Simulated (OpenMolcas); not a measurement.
# Ru³⁺ among point charges: CASSCF and CASPT2 levels and susceptibility

How does a field of 4 point charges split the states of Ru³⁺, and what χT follows?

The numbers are computed with OpenMolcas 26.06 (state-averaged CASSCF and CASPT2, spin-orbit coupling by RASSI with atomic mean-field integrals), except any that are marked as measured or tabulated.

### Step 1. What is computed

- Species: Ru³⁺ (ruthenium, Z = 44, 41 electrons)
- Basis: ANO-RCC-VDZP [6s5p3d1f], 43 functions
- Scalar Hamiltonian: DKH2, point nucleus
- Inactive shells: 1s 2s 2p 3s 3p 3d 4s 4p
- Active space: 5 electrons in 5 orbitals (4d)
- Some configurations of this space: 4d5
- Orbitals: optimised for each spin and parity, averaged over all roots

Outer shells as boxes (Hund's rule):

4d5
```
4d [↑ ][↑ ][↑ ][↑ ][↑ ]
```

The ion sits among 4 point charges of -2 e arranged as a tetrahedron (Td), 2.14 Å from the ion.

The work runs as a chain of OpenMolcas steps in one folder; each step below is one input file. Labels, J, g values, rates, χT and fits are worked out afterwards by a script from the matrices that RASSI stores.

### Step 2. GATEWAY and SEWARD: basis and integrals

Input file a.inp:

```
&GATEWAY
Coord
1

Ru 0.0 0.0 0.0
Basis=ANO-RCC-VDZP
Group=NoSym
NoMove
AngMom=0.0 0.0 0.0
AMFI
XField
4 Angstrom 0
1.235530 1.235530 1.235530 -2.000000
1.235530 -1.235530 -1.235530 -2.000000
-1.235530 1.235530 -1.235530 -2.000000
-1.235530 -1.235530 1.235530 -2.000000
&SEWARD
```

Launch:

```console
> OMP_NUM_THREADS=1 MOLCAS_MEM=1689 MOLCAS_PROJECT=a pymolcas a.inp > a.log
```

Standard output:

```text
Basis set label: RU.ANO-RCC...6S5P3D1F.

      Electronic valence basis set:
      ------------------
      Associated Effective Charge  44.000000 au
      Associated Actual Charge     44.000000 au
      Nuclear Model: Point charge

      Shell  nPrim  nBasis  Cartesian Spherical Contaminant
         s      21       6        X
         p      18       5        X
         d      13       3                 X
         f       6       1                 X
                  Relativistic Douglas-Kroll-Hess integrals:
                    - DKH order of Hamiltonian: 2
                    - DKH order of Properties : 0
                  Atomic mean-field integrals
```

### Step 3. Reference wave functions, sextets, 1 root

Input file a.inp:

```
&RASSCF
FileOrb=start.orb
Symmetry=1
Spin=6
nActEl=5 0 0
Inactive=18
Ras2=5
CIRoot=1 1 1
SDav=1
CIMx=300
Iter=120 100
PrWF=0.3
OrbListing=Nothing
MaxOrb=0
>>> COPY $Project.JobIph JOB001
```

Launch:

```console
> OMP_NUM_THREADS=1 MOLCAS_MEM=1689 MOLCAS_PROJECT=a pymolcas a.inp > a.log
```

start.orb holds the contracted functions of the basis, ordered by shell, or the orbitals of the step before.

Standard output (excerpt; [...] marks lines left out):

```text
[...]
      Number of active orbitals                  5
[...]
      Spin quantum number                      2.5
[...]
      Active orbitals                            5
[...]
      Number of CSFs                             1
      Number of root(s) required                 1
[...]
      Convergence after  9 iterations
[...]
      Natural orbitals and occupation numbers for root  1
      sym 1:   1.000000   1.000000   1.000000   1.000000   1.000000
::    RASSCF root number  1 Total energy:  -4531.52488327
```

### Step 4. Reference wave functions, quartets, 24 roots

Input file a.inp:

```
&RASSCF
FileOrb=start.orb
Symmetry=1
Spin=4
nActEl=5 0 0
Inactive=18
Ras2=5
CIRoot=24 24 1
SDav=24
CIMx=300
Iter=120 100
PrWF=0.3
OrbListing=Nothing
MaxOrb=0
>>> COPY $Project.JobIph JOB002
```

Standard output (excerpt; [...] marks lines left out):

```text
[...]
      Number of active orbitals                  5
[...]
      Spin quantum number                      1.5
[...]
      Active orbitals                            5
[...]
      Number of CSFs                            24
      Number of root(s) required                24
[...]
      Convergence after  7 iterations
[...]
      Natural orbitals and occupation numbers for root  1
      sym 1:   0.314872   0.989979   1.018393   0.990889   1.685867
      Natural orbitals and occupation numbers for root  2
      sym 1:   0.359774   0.985969   1.644467   0.944239   1.065552
      Natural orbitals and occupation numbers for root  3
      sym 1:   0.941254   0.362686   1.641779   0.985894   1.068387
::    RASSCF root number  1 Total energy:  -4531.40665653
::    RASSCF root number  2 Total energy:  -4531.40665653
::    RASSCF root number  3 Total energy:  -4531.40665653
[...]
::    RASSCF root number 21 Total energy:  -4531.31944152
::    RASSCF root number 22 Total energy:  -4531.31820599
::    RASSCF root number 23 Total energy:  -4531.31820599
::    RASSCF root number 24 Total energy:  -4531.31820599
```

### Step 5. Reference wave functions, doublets, 75 roots

Input file a.inp:

```
&RASSCF
FileOrb=start.orb
Symmetry=1
Spin=2
nActEl=5 0 0
Inactive=18
Ras2=5
CIRoot=75 75 1
SDav=75
CIMx=300
Iter=120 100
PrWF=0.3
OrbListing=Nothing
MaxOrb=0
>>> COPY $Project.JobIph JOB003
```

Launch:

```console
> OMP_NUM_THREADS=1 MOLCAS_MEM=1689 MOLCAS_PROJECT=a pymolcas a.inp > a.log
```

Standard output (excerpt; [...] marks lines left out):

```text
[...]
      Number of active orbitals                  5
[...]
      Spin quantum number                      0.5
[...]
      Active orbitals                            5
[...]
      Number of CSFs                            75
      Number of root(s) required                75
[...]
      Convergence after  7 iterations
[...]
      Natural orbitals and occupation numbers for root  1
      sym 1:   0.982620   0.442432   1.564934   0.425663   1.584350
      Natural orbitals and occupation numbers for root  2
      sym 1:   0.468724   0.948220   1.604745   0.455952   1.522360
      Natural orbitals and occupation numbers for root  3
      sym 1:   0.424832   0.438407   1.565391   0.985891   1.585479
::    RASSCF root number  1 Total energy:  -4531.35529776
::    RASSCF root number  2 Total energy:  -4531.35529776
::    RASSCF root number  3 Total energy:  -4531.35529776
[...]
::    RASSCF root number 27 Total energy:  -4531.30965339
::    RASSCF root number 28 Total energy:  -4531.30965339
::    RASSCF root number 29 Total energy:  -4531.30840544
::    RASSCF root number 30 Total energy:  -4531.30840544
```

### Step 6. RASSI: spin-orbit coupling between the states

Input file a.inp:

```
&RASSI
NrOfJobIphs=3 1 24 75
1
1 2 3 4 5 6 7 8 9 10 11 12 13 14 15 16 17 18 19 20 21 22 23 24
1 2 3 4 5 6 7 8 9 10 11 12 13 14 15 16 17 18 19 20 21 22 23 24 25 26 27
28 29 30 31 32 33 34 35 36 37 38 39 40 41 42 43 44 45 46 47 48 49 50 51
52 53 54 55 56 57 58 59 60 61 62 63 64 65 66 67 68 69 70 71 72 73 74 75
IphNames
JOB001
JOB002
JOB003
EJob
SpinOrbit
DIPRint=1.0
SOCoupling=1000.0
Subsets=2
Property=9
'ANGMOM' 1 'ANGMOM' 2 'ANGMOM' 3 'MLTPL  1' 1 'MLTPL  1' 2 'MLTPL  1' 3
'AMFI' 1 'AMFI' 2 'AMFI' 3
SOProperty=3
'ANGMOM' 1 'ANGMOM' 2 'ANGMOM' 3
```

Standard output:

```text
SPIN-FREE ENERGIES:
  (Shifted by EMIN (a.u.) =      -4531.5248832740)

 SF State       Relative EMIN(au)   Rel lowest level(eV)    D:o, cm**(-1)      L_eff

     1             0.0000000000        0.0000000000              0.0000         0.0
     2             0.1182267399        3.2171134840          25947.7702         3.7
     3             0.1182267399        3.2171134840          25947.7702         3.7
     4             0.1182267399        3.2171134840          25947.7702         3.7
     5             0.1222473522        3.3265199177          26830.1926         4.0
     6             0.1222473522        3.3265199177          26830.1926         4.0
     7             0.1222473522        3.3265199177          26830.1926         4.0
     8             0.1229802144        3.3464621140          26991.0372         4.0
     9             0.1234134993        3.3582523982          27086.1323         4.0
    10             0.1234134993        3.3582523982          27086.1323         4.0
    11             0.1484169874        4.0386319683          32573.7636         1.7
    12             0.1484169874        4.0386319683          32573.7636         1.7
    13             0.1484169874        4.0386319683          32573.7636         1.7
    14             0.1499574042        4.0805488460          32911.8460         2.0
    15             0.1499574042        4.0805488460          32911.8460         2.0
    16             0.1499574042        4.0805488460          32911.8460         2.0
    17             0.1518186987        4.1311972510          33320.3529         2.0
    18             0.1518186987        4.1311972510          33320.3529         2.0
    26             0.1695855121        4.6146568710          37219.7177         5.6
    27             0.1695855121        4.6146568710          37219.7177         5.6
    28             0.1695855121        4.6146568710          37219.7177         5.6
    29             0.1725829919        4.6962224517          37877.5885         5.7
    30             0.1729698140        4.7067484165          37962.4862         5.9
    31             0.1729698140        4.7067484165          37962.4862         5.9
    32             0.1729698140        4.7067484165          37962.4862         5.9
    33             0.1748087369        4.7567880599          38366.0831         5.8
    34             0.1748087369        4.7567880599          38366.0831         5.8
    35             0.1748087369        4.7567880599          38366.0831         5.8
    36             0.1758275723        4.7845119825          38589.6916         5.9
    37             0.1758275723        4.7845119825          38589.6916         5.9
    38             0.1761515255        4.7933271975          38660.7911         6.0
    39             0.1919486410        5.2231886093          42127.8572         3.1
    40             0.1919486410        5.2231886093          42127.8572         3.1
    41             0.1919486410        5.2231886093          42127.8572         3.1
    42             0.1984132363        5.3990992103          43546.6719         2.6
    43             0.1984132363        5.3990992103          43546.6719         2.6
    19             0.2036344100        5.5411745848          44692.5871         3.0
    44             0.2036432053        5.5414139145          44694.5174         3.3
    45             0.2036432053        5.5414139145          44694.5174         3.3
    46             0.2036432053        5.5414139145          44694.5174         3.3
Eigenvalues of complex Hamiltonian:
   -----------------------------------
  (Shifted by EMIN (a.u.) =      -4531.5248832740)

 SO State       Relative EMIN(au)   Rel lowest level(eV)    D:o, cm**(-1)     J-value

     1            -0.0010765020        0.0000000000              0.0000         2.0
     2            -0.0010765020        0.0000000000              0.0000         2.0
     3            -0.0010764825        0.0000005316              0.0043         2.1
     4            -0.0010764825        0.0000005316              0.0043         2.0
     5            -0.0010764825        0.0000005316              0.0043         2.2
     6            -0.0010764825        0.0000005316              0.0043         1.5
     7             0.1161241229        3.1891914733          25722.5640         3.3
     8             0.1161241229        3.1891914733          25722.5640         2.5
     9             0.1161241229        3.1891914733          25722.5640         2.9
    10             0.1161241229        3.1891914733          25722.5640         2.5
    11             0.1167864716        3.2072148989          25867.9327         3.0
    12             0.1167864716        3.2072148989          25867.9327         3.0
    13             0.1168768164        3.2096733059          25887.7611         3.3
    14             0.1168768164        3.2096733059          25887.7611         3.3
    15             0.1171252018        3.2164322193          25942.2754         3.4
    16             0.1171252018        3.2164322193          25942.2754         3.4
    17             0.1171252018        3.2164322193          25942.2754         3.0
    18             0.1171252018        3.2164322193          25942.2754         3.0
    19             0.1206792839        3.3131437179          26722.3062         3.8
    20             0.1206792839        3.3131437179          26722.3062         3.8
    21             0.1207850363        3.3160213880          26745.5162         3.5
    22             0.1207850363        3.3160213880          26745.5162         3.6
    23             0.1207850363        3.3160213880          26745.5162         4.2
    24             0.1207850363        3.3160213880          26745.5162         4.3
    25             0.1210704812        3.3237887388          26808.1641         2.4
    26             0.1210704812        3.3237887388          26808.1641         2.4
    27             0.1211780701        3.3267163821          26831.7771         3.3
    28             0.1211780701        3.3267163821          26831.7771         3.4
    29             0.1211780701        3.3267163821          26831.7771         3.3
    30             0.1211780701        3.3267163821          26831.7771         3.4
    31             0.1218644446        3.3453935853          26982.4190         3.3
    32             0.1218644446        3.3453935853          26982.4190         3.9
    33             0.1218644446        3.3453935853          26982.4190         3.9
    34             0.1218644446        3.3453935853          26982.4190         3.3
    35             0.1223502056        3.3586118140          27089.0312         3.4
    36             0.1223502056        3.3586118140          27089.0312         3.4
    37             0.1224843122        3.3622610420          27118.4642         3.8
    38             0.1224843122        3.3622610420          27118.4642         3.8
    39             0.1227013851        3.3681678966          27166.1062         3.8
    40             0.1227013851        3.3681678966          27166.1062         3.6
    41             0.1227013851        3.3681678966          27166.1062         3.6
Weights of the five most important spin-orbit-free states for each spin-orbit state.

 SO State  Total energy (au)           Spin-free states, spin, and weights
 -------------------------------------------------------------------------------------------------------
    1        -0.001077       1 2.5  0.9924   13 1.5  0.0020   12 1.5  0.0020   11 1.5  0.0020    3 1.5  0.0006
    2        -0.001077       1 2.5  0.9924   13 1.5  0.0020   11 1.5  0.0020   12 1.5  0.0020    4 1.5  0.0006
    3        -0.001076       1 2.5  0.9924   13 1.5  0.0028   12 1.5  0.0020   11 1.5  0.0011    3 1.5  0.0008
    4        -0.001076       1 2.5  0.9924   12 1.5  0.0023   11 1.5  0.0021   13 1.5  0.0014    4 1.5  0.0007
    5        -0.001076       1 2.5  0.9924   12 1.5  0.0021   11 1.5  0.0020   13 1.5  0.0018    2 1.5  0.0008
    6        -0.001076       1 2.5  0.9924   11 1.5  0.0026   13 1.5  0.0018   12 1.5  0.0014    4 1.5  0.0008
    7         0.116124       4 1.5  0.4671    3 1.5  0.3890    2 1.5  0.0689    5 1.5  0.0107    8 1.5  0.0102
    8         0.116124       2 1.5  0.4343    3 1.5  0.3898    4 1.5  0.1007    6 1.5  0.0109    8 1.5  0.0102
    9         0.116124       3 1.5  0.3393    4 1.5  0.3111    2 1.5  0.2745    8 1.5  0.0102    6 1.5  0.0080
   10         0.116124       2 1.5  0.4555    4 1.5  0.3543    3 1.5  0.1151    7 1.5  0.0116    8 1.5  0.0102
   11         0.116786       2 1.5  0.3274    3 1.5  0.3274    4 1.5  0.3274    6 1.5  0.0015    7 1.5  0.0015
   12         0.116786       2 1.5  0.3274    3 1.5  0.3274    4 1.5  0.3274    6 1.5  0.0015    7 1.5  0.0015
```

These steps took 21 s in all on 1 thread, shared host.

Spin-free states, with their symmetry labels:

```tsv
state	degeneracy	E (cm-1)	free-ion L (%)
6A1	1	0	S (100)
4T1	3	25948	G (84)
4T2	3	26830	G (99)
4A1	1	26991	G (100)
4E	2	27086	G (100)
4T1	3	32574	P (84)
4T2	3	32912	D (97)
4E	2	33320	D (100)
2T2	3	37220	I (81)
2A2	1	37878	I (89)
2T1	3	37962	I (92)
2T2	3	38366	I (95)
2E	2	38590	I (98)
2A1	1	38661	I (100)
2T2	3	42128	D (59)
2E	2	43547	D (86)
4A2	1	44693	F (100)
2T1	3	44695	F (85)
4T1	3	45089	F (100)
4T2	3	45360	F (96)
2A2	1	45478	F (89)
2T2	3	45694	F (43)
2T1	3	47237	H (81)
2E	2	47511	G (46)
```

With spin-orbit coupling:

```json
{"E (cm-1)": "0.0", "Degeneracy": "6", "Label": "", "2S+1": "6", "g": ""}
{"E (cm-1)": "25723", "Degeneracy": "4", "Label": "Γ8", "2S+1": "4", "g": ""}
{"E (cm-1)": "25868", "Degeneracy": "2", "Label": "Γ6", "2S+1": "4", "g": "2.55 2.55 2.55"}
{"E (cm-1)": "25888", "Degeneracy": "2", "Label": "Γ7", "2S+1": "4", "g": "2.46 2.46 2.46"}
{"E (cm-1)": "25942", "Degeneracy": "4", "Label": "Γ8", "2S+1": "4", "g": ""}
{"E (cm-1)": "26722", "Degeneracy": "2", "Label": "Γ6", "2S+1": "4", "g": "2.42 2.42 2.42"}
{"E (cm-1)": "26746", "Degeneracy": "4", "Label": "Γ8", "2S+1": "4", "g": ""}
{"E (cm-1)": "26808", "Degeneracy": "2", "Label": "Γ7", "2S+1": "4", "g": "0.22 0.22 0.22"}
{"E (cm-1)": "26832", "Degeneracy": "4", "Label": "Γ8", "2S+1": "4", "g": ""}
{"E (cm-1)": "26982", "Degeneracy": "4", "Label": "Γ8", "2S+1": "4", "g": ""}
{"E (cm-1)": "27089", "Degeneracy": "2", "Label": "Γ7", "2S+1": "4", "g": "0.03 0.03 0.03"}
{"E (cm-1)": "27118", "Degeneracy": "2", "Label": "Γ6", "2S+1": "4", "g": "2.81 2.81 2.81"}
{"E (cm-1)": "27166", "Degeneracy": "4", "Label": "Γ8", "2S+1": "4", "g": ""}
{"E (cm-1)": "31022", "Degeneracy": "2", "Label": "Γ7", "2S+1": "4", "g": "2.15 2.15 2.15"}
{"E (cm-1)": "31050", "Degeneracy": "4", "Label": "Γ8", "2S+1": "4", "g": ""}
{"E (cm-1)": "31388", "Degeneracy": "4", "Label": "Γ8", "2S+1": "4", "g": ""}
{"E (cm-1)": "32064", "Degeneracy": "2", "Label": "Γ6", "2S+1": "4", "g": "1.81 1.81 1.81"}
{"E (cm-1)": "32487", "Degeneracy": "2", "Label": "Γ7", "2S+1": "4", "g": "4.02 4.02 4.02"}
{"E (cm-1)": "33027", "Degeneracy": "4", "Label": "Γ8", "2S+1": "4", "g": ""}
{"E (cm-1)": "33365", "Degeneracy": "2", "Label": "Γ6", "2S+1": "4", "g": "3.27 3.27 3.27"}
{"E (cm-1)": "33872", "Degeneracy": "2", "Label": "Γ6", "2S+1": "4", "g": "0.82 0.82 0.82"}
{"E (cm-1)": "34354", "Degeneracy": "4", "Label": "Γ8", "2S+1": "4", "g": ""}
{"E (cm-1)": "34478", "Degeneracy": "4", "Label": "Γ8", "2S+1": "4", "g": ""}
{"E (cm-1)": "34495", "Degeneracy": "2", "Label": "Γ7", "2S+1": "4", "g": "2.46 2.46 2.46"}
```

The table of states holds 24 of 43 computed; the rest, higher up, is left out. Principal g values are given for doublets only; a zero marks a field direction without first-order Zeeman splitting.

Powder χT (cm³ K/mol): 4.37 at 2 K, 4.37 at 5 K, 4.37 at 10 K, 4.37 at 20 K, 4.37 at 50 K, 4.37 at 100 K, 4.37 at 150 K, 4.37 at 200 K, 4.37 at 250 K, 4.37 at 300 K.

A ligand-field fit to the states below 45000 cm-1 gives 10Dq = -2688 cm-1, B = 889 cm-1 and C = 3604 cm-1 (C/B = 4.06), with a deviation of 57 cm-1.

Orbitals of the lowest block (energies include the constant potential of the surroundings):

```tsv
shell	space	energy (hartree)	mean occupation	⟨r²⟩ (bohr²)
1s	inactive	-816.0999	2.000	0.00147
2s	inactive	-119.6980	2.000	0.0249
2p	inactive	-106.9501	6.000	0.0197
3s	inactive	-21.7828	2.000	0.183
3p	inactive	-17.4706	6.000	0.187
3d	inactive	-10.5127	10.000	0.175
4s	inactive	-2.7478	2.000	1.18
4p	inactive	-1.4302	6.000	1.42
4d	RAS2		5.000	2.50
```

[end of part 1 of 2]
